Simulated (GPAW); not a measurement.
Input of a GPAW 26.7.0 run:

run.py

```python
from ase import Atoms
from ase.dft.bandgap import bandgap
from ase.io import write
from ase.units import GPa
from gpaw import GPAW, PW

atoms = Atoms(['Cu', 'Cu', 'O', 'O', 'O', 'O'],
              cell=[[1.412615, -5.210747, 0.0],
                    [1.412615, 5.210747, 0.0],
                    [0.0, 0.0, 4.343424]],
              scaled_positions=[[0.167253, 0.832747, 0.75],
                                [0.832747, 0.167253, 0.25],
                                [0.78897, 0.21103, 0.75],
                                [0.21103, 0.78897, 0.25],
                                [0.551486, 0.448514, 0.75],
                                [0.448514, 0.551486, 0.25]],
              pbc=True)

calc = GPAW(mode=PW(600),
            xc='PBE',
            kpts={'size': (6, 6, 4), 'gamma': True},
            occupations={'name': 'fermi-dirac', 'width': 0.05},
            nbands=42,
            maxiter=120,
            txt='gpaw.txt')
atoms.calc = calc
energy = atoms.get_potential_energy()
forces = atoms.get_forces()
stress = atoms.get_stress()
calc.write('gs.gpw')
write('result.traj', atoms)
print(f'Energy: {energy:.6f} eV')
print('Forces (eV/A):')
print(forces.round(4))
print('Stress (GPa):', (stress / GPa).round(3))
print('Fermi level:', round(calc.get_fermi_level(), 4), 'eV')
print(f'Gap: {bandgap(calc)[0]:.4f} eV, direct: {bandgap(calc, direct=True)[0]:.4f} eV')
```

Potentials or basis: GPAW PAW data sets (gpaw-data 1.2.1), pw.

Run with:

```console
$ OMP_NUM_THREADS=1 python run.py
```

What does it give for the largest force?

0.167 eV/Å.

Predict the band gap on the k mesh.

none (metal or under the smearing width).

What does it give for the pressure?

-4.5 GPa.

Stress tensor (GPa, compression positive):
```
-3.61  0.00  0.00
 0.00 -4.03  0.00
 0.00  0.00 -6.01
```

Caveat: the k mesh is coarse (spacing up to 0.38 Å⁻¹), so the values aren't converged; with this Cu data set, volumes or pressures lay over 1.5 % or 2 GPa off other programs in two to four cells of ten; the cutoff is short for stress and forces, so pressures can be off by a GPa or more; the run has no spin polarisation, though such a crystal can be magnetic; semilocal functionals often make such compounds metallic where correlation or magnetic order opens a gap, which also shifts bond lengths; the program warned that so skewed a cell can give wrong results. With open d or f shells a metallic result of PBE can be an artefact of self-interaction; +U or a hybrid may open a gap.
